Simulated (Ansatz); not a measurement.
# CoAu4 (R-3m) in Ansatz: equation of state, part 2 of 2

Ansatz 0.2.0.

## 6. Single point, PBEsol, collinear spin, ferromagnetic start, 17.40 Å³/atom (volume scaled by 1.02)

input.yaml reads:

```yaml
crystal:
  lattice:
    - [1.4623953277, 0.8443143361, 11.7433154931]
    - [-1.4623953277, 0.8443143361, 11.7433154931]
    - [0.0, -1.6886286723, 11.7433154931]
  atoms:
    - { symbol: Au, position: [0.606668, 0.606668, 0.606668] }
    - { symbol: Au, position: [0.202283, 0.202283, 0.202283] }
    - { symbol: Au, position: [0.797717, 0.797717, 0.797717] }
    - { symbol: Au, position: [0.393332, 0.393332, 0.393332] }
    - { symbol: Co, position: [0.0, 0.0, 0.0], spin: 2.0 }
hamiltonian:
  xc: pbesol
  pseudopotentials: { kind: paw }
magnetization:
  spin_polarized: true
kpoints:
  mp_grid: { grid: [11, 11, 11] }
scf:
  occupations: { method: fermi_dirac, width: 0.05 }
output:
  forces: true
  stress: true
  eigenvalues: true
```

Potentials or basis: Ansatz PAW.

The run is started by

```console
$ ansatz run input.yaml --threads 2 --pin off --max-ram 5632MiB --backend cpu --events-out ev --progress --plain --runs-dir out
```

Standard output:

```text
Warning: RAYON_NUM_THREADS=2 ignored (pool sized by the plan → 2); use --threads N
basis.fft_grid_basis auto: the FFT boxes are laid along the combinations [[1, 0, -1], [0, 1, -1], [0, 0, 1]] of the cell's own vectors, 2.925, 2.925 and 11.864 Å long. The dense box has 20×20×80 points. Along the cell's own vectors, as sized, it would have 80×80×80, 16.00 times as many. Of the 12 symmetry operations that the crystal satisfies within crystal.symmetry.tolerance (time reversal apart; of a slab, those that keep its plane) the dense box along the cell's own vectors carries 12, and the one as laid loses 8 of those. basis.fft_grid_basis: typed keeps the cell's own vectors: state it where this run's energies or levels are differenced outside the engine with another run's, or held beside a run that keeps those vectors.
Engine: ansatz 0.2.0, aarch64-unknown-linux-gnu
Pseudopotentials: kind: paw
Pseudopotential: Au, paw, valence charge 19, recommended cutoff 420 eV (normal), Au.paw.azcp
Pseudopotential: Co, paw, valence charge 17, recommended cutoff 420 eV (normal), Co.paw.azcp
Functional definition: PBEsol
  exchange = pbesol_x
  correlation = pbesol_c
Crystal: 5 atoms, lattice volume = 86.998 Å³
Basis set: ecut = 420 eV, 1659 PW (Γ), FFT grids on a1−a3, a2−a3, a3, exchange–correlation on 40×40×160 points (8 copies of the dense FFT grid, shifted against one another)
Bands: 57, of which v1, the nominal top of the filled ones, is band 47 counted from 1 (46 counted from 0)
Symmetry: 12 space group operations
Space group: R-3m (ITA 166), of the structure as read, at distance tolerance 4.4e-5 Å
Magnetic group: BNS 166.97 (UNI 1327), of the structure as read, at distance tolerance 4.4e-5 Å
k-points: 146 of 1331
Non-local potential: Au, projectors of the file, l = 0: 3, l = 1: 2, l = 2: 2, l = 3: 1
[... 45 lines left out ...]
  E_nonlocal   = 771.820732
  E_hartree    = 4485.353355
  E_xc         = -1058.193950
  E_vxc        = -1295.062898  (∫ρ·V_xc dr)
  E_paw        = -39747.266144  (= ΣΔE_a)
  E_vpaw       = -1944.441154  (= ΣTr[D̂ρ^β])
  E_aug_tail   = 0.005447  (compensation charges beyond the density's cutoff)
  E_ewald      = -13794.414860
  E_core_change = 1.426336  (= ΣΔE_core)
  E_smearing   = -0.030104  (= −TS)
  E_closure    = 0.000000  (closes the sum)
  Σ components = -57120.401991   (vs F -57120.401991, Δ=0.00e0)
--- Forces (eV/Å), atoms counted from 1 ---
  atom   1  Au     0.00000000    -0.00000000     0.02763410
  atom   2  Au     0.00000000     0.00000000    -0.01339411
  atom   3  Au     0.00000000    -0.00000000     0.01339411
  atom   4  Au     0.00000000     0.00000000    -0.02763410
  atom   5  Co     0.00000000     0.00000000    -0.00000000
  max |Σ_I F_I| component: 3.47e-18 eV/Å
--- Stress (GPa, compression-positive) ---
      -12.746070       0.000000       0.000000
        0.000000     -12.746070      -0.000000
        0.000000      -0.000000     -11.514939
  P = ⅓ Tr σ = -12.3357 GPa (-123.357 kbar)
--- Band table (eV; the first three rows and the last of 292) ---
  k-point 0 ↑: bands = ["-87.6225", "-87.6225", "-87.3383", "-87.3355", "-77.8919", "-41.3768", "-41.2441", "-41.2441", "-39.0454", "-39.0417", "-38.9285", "-38.9285", "-38.9284", "-38.9284", "-38.7537", "-38.6897", "-38.6726", "-38.6726", "-38.6639", "-38.6639", "8.7622", "9.7139", "10.1098", "10.9955", "11.9464", "13.1800", "13.3107", "13.4353", "13.4353", "13.5298", "13.5298", "13.7362", "13.7362", "13.7435", "13.7435", "14.5120", "14.5120", "14.8224", "14.8224", "15.0620", "15.0620", "15.0778", "15.6772", "15.6772", "15.7947", "15.8311", "15.8311", "15.8797", "16.2594", "16.2594", "22.6361", "23.8782", "30.6541", "30.7112", "32.3429", "32.5588", "33.2107"]
  k-point 1 ↑: bands = ["-87.6220", "-87.6220", "-87.3377", "-87.3350", "-77.8916", "-41.3764", "-41.2473", "-41.2449", "-39.0437", "-39.0405", "-38.9399", "-38.9398", "-38.9314", "-38.9313", "-38.7517", "-38.6919", "-38.6815", "-38.6757", "-38.6750", "-38.6665", "9.0085", "9.9487", "10.3451", "11.2131", "12.0588", "13.1016", "13.2369", "13.3541", "13.4559", "13.5735", "13.6694", "13.6811", "13.6968", "13.8663", "13.8830", "14.3636", "14.5100", "14.5186", "14.6897", "14.7019", "14.9944", "15.1477", "15.4386", "15.4726", "15.6186", "15.8241", "15.8792", "16.2902", "16.8904", "16.9234", "22.7634", "24.0313", "30.6849", "31.0539", "32.0116", "32.5302", "32.7877"]
  k-point 2 ↑: bands = ["-87.6207", "-87.6207", "-87.3362", "-87.3338", "-77.8909", "-41.3751", "-41.2557", "-41.2471", "-39.0394", "-39.0372", "-38.9706", "-38.9702", "-38.9392", "-38.9390", "-38.7472", "-38.7165", "-38.7037", "-38.6873", "-38.6840", "-38.6737", "9.7041", "10.5654", "10.9566", "11.7471", "12.3024", "12.8625", "13.1076", "13.1928", "13.2775", "13.4544", "13.6623", "13.7780", "13.9115", "14.0863", "14.0978", "14.1640", "14.2430", "14.4390", "14.5484", "14.7278", "14.7836", "15.1850", "15.4897", "15.5510", "15.5548", "15.9269", "16.0061", "16.3416", "17.7057", "18.1552", "23.1075", "24.5685", "28.9875", "30.0251", "31.0220", "31.1334", "31.8007"]
  k-point 145 ↓: bands = ["-87.6074", "-87.6074", "-87.3396", "-87.3369", "-75.6648", "-39.2004", "-39.0856", "-39.0804", "-39.0123", "-38.9834", "-38.9265", "-38.9256", "-38.9191", "-38.9170", "-38.7521", "-38.6932", "-38.6838", "-38.6785", "-38.6778", "-38.6693", "9.2515", "9.3690", "10.7762", "11.1398", "12.1725", "13.2311", "13.4017", "13.4174", "13.4959", "13.5626", "13.6278", "13.6871", "13.6982", "13.7851", "13.8565", "13.8863", "14.5079", "14.6104", "14.8125", "14.8382", "15.1683", "15.2690", "15.5582", "15.6565", "16.8857", "17.3599", "17.5595", "17.6559", "18.1806", "18.7480", "21.0967", "26.8647", "27.7235", "32.1039", "32.3313", "32.5807", "33.1578"]
```

Run time: 65 s. Hardware: 2 threads of Arm Neoverse V1, shared host; peak memory 1.1 GiB.

What came out:

```
Free energy            : -57120.4020 eV
Pressure               : -12.3 GPa
Largest force          : 0.028 eV/Å
Band gap on the k mesh : none (metal or under the smearing width)
Net moment             : 1.82 μB per cell
Absolute moment        : 2.17 μB per cell
Site moments           : Au +0.01, -0.01; Co +1.93 μB
```

Caveat: the PAW data sets come from PBE, with cores solved anew for the run's functional, which leaves a small shift of forces and pressure.

## 7. Single point, PBEsol, collinear spin, ferromagnetic start, 17.74 Å³/atom (volume scaled by 1.04)

Changes to input.yaml since step 6:

```diff
@@ -2,5 +2,5 @@
   lattice:
-    - [1.4623953277, 0.8443143361, 11.7433154931]
-    - [-1.4623953277, 0.8443143361, 11.7433154931]
-    - [0.0, -1.6886286723, 11.7433154931]
+    - [1.4718916674, 0.8497970503, 11.8195729253]
+    - [-1.4718916674, 0.8497970503, 11.8195729253]
+    - [0.0, -1.6995941008, 11.8195729253]
   atoms:
```

The run is started by

```console
$ ansatz run input.yaml --threads 2 --pin off --max-ram 5632MiB --backend cpu --events-out ev --progress --plain --runs-dir out
```

Wall time 65 s (2 threads of Arm Neoverse V1, shared host); peak memory 1.1 GiB.

The run converged. Its results:

```yaml
Free_energy: -57120.2604 eV
Pressure: -14.2 GPa
Largest_force: 0.063 eV/Å
Band_gap_on_the_k_mesh: none (metal or under the smearing width)
Net_moment: 1.84 μB per cell
Absolute_moment: 2.19 μB per cell
Site_moments: Au +0.01, -0.01; Co +1.94 μB
```

Caveat: the PAW data sets come from PBE, with cores solved anew for the run's functional, which leaves a small shift of forces and pressure.

## 8. Single point, PBEsol, collinear spin, ferromagnetic start, 18.08 Å³/atom (volume scaled by 1.06)

Changes to input.yaml since step 7:

```diff
@@ -2,5 +2,5 @@
   lattice:
-    - [1.4718916674, 0.8497970503, 11.8195729253]
-    - [-1.4718916674, 0.8497970503, 11.8195729253]
-    - [0.0, -1.6995941008, 11.8195729253]
+    - [1.4812670263, 0.8552099164, 11.8948588591]
+    - [-1.4812670263, 0.8552099164, 11.8948588591]
+    - [0.0, -1.7104198328, 11.8948588591]
   atoms:
@@ -24 +24,5 @@
   eigenvalues: true
+  write_density: true
+  write_potential: true
+  elf: true
+  volumetric_format: npy
```

The run is started by

```console
$ ansatz run input.yaml --threads 2 --pin off --max-ram 5632MiB --backend cpu --events-out ev --progress --plain --runs-dir out
```

It took 86 s on 2 threads of Arm Neoverse V1, shared host; peak memory 1.1 GiB.

It converged, with:

| Quantity | Value |
| --- | --- |
| Free energy | -57120.1004 eV |
| Pressure | -15.8 GPa |
| Largest force | 0.097 eV/Å |
| Band gap on the k mesh | none (metal or under the smearing width) |
| Net moment | 1.85 μB per cell |
| Absolute moment | 2.21 μB per cell |
| Site moments | Au +0.01, -0.01; Co +1.96 μB |

Caveat: the PAW data sets come from PBE, with cores solved anew for the run's functional, which leaves a small shift of forces and pressure.

## 9. Equation of state, PBEsol, collinear spin, ferromagnetic start

Potentials or basis: Ansatz PAW.

No new run: the results of the series are fitted here.

What came out:

| Quantity | Value |
| --- | --- |
| Equilibrium volume | 15.91 Å³/atom (rough: see the caveat) |
| Bulk modulus at fixed shape and positions | 177 GPa (rough) |

Energy against volume, from the lowest point:
| volume (Å³/atom) | energy (meV/atom) |
| --- | --- |
| 16.035 | 0.00 |
| 16.376 | 6.58 |
| 16.717 | 19.83 |
| 17.058 | 38.85 |
| 17.400 | 62.86 |
| 17.741 | 91.17 |
| 18.082 | 123.18 |

Caveat: the minimum lies outside the volumes run; the cell was scaled at fixed shape and fractional positions, which overstates the stiffness of a crystal with free parameters, most of all of layers and chains. Spin-orbit coupling is left out, which matters for the levels of Au.
